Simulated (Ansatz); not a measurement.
# Pd: the cost of one run

Program: Ansatz 0.2.0. Level of theory: DFT r2SCAN, scalar-relativistic, plane waves, PAW. These are calculated values, not measurements.

## (1) Starting point

Symmetry: R-3m, No. 166, trigonal system. The conventional cell has a = 2.925 Å, b = 2.925 Å, c = 21.206 Å, α = 90.00°, β = 90.00°, γ = 120.00°. Pd (site symmetry -3m) has 12 Pd at 2.90 to 2.93 Å as nearest neighbours. Around Pd (site symmetry 3m) lie 12 Pd at 2.90 to 2.93 Å.

Structure file:

```
CELL_PARAMETERS angstrom
1.46261 0.84444 7.06871
-1.46261 0.84444 7.06871
0.00000 -1.68888 7.06871
ATOMIC_POSITIONS crystal
Pd 0.00000 0.00000 0.00000
Pd 0.22222 0.22222 0.22222
Pd 0.77778 0.77778 0.77778
```

(A quick probe on a coarse mesh, which set the mesh and smearing, is not shown.)

## (3) A loose first relaxation

File input.yaml:

```yaml
crystal:
  lattice:
    - [1.4626119918, 0.8444394272, 7.0687119811]
    - [-1.4626119918, 0.8444394272, 7.0687119811]
    - [0.0, -1.6888788544, 7.0687119811]
  atoms:
    - { symbol: Pd, position: [0.0, 0.0, 0.0] }
    - { symbol: Pd, position: [0.22222, 0.22222, 0.22222] }
    - { symbol: Pd, position: [0.77778, 0.77778, 0.77778] }
basis:
  ecutwfc: 500
kpoints:
  mp_grid: { grid: [6, 6, 6] }
hamiltonian:
  xc: r2scan
scf:
  occupations: { method: gaussian, width: 0.1 }
  lower_state_search: "off"
output:
  forces: true
  stress: true
  eigenvalues: true
relax:
  adjacent_minimum: "off"
  f_tol: 0.04
  max_steps: 70
  cell: { stress_tol: 0.4 }
```

What time and memory should one allow on 4 threads of an x86-64 CPU, shared host?

About 12 s, with a peak of 0.59 GiB.
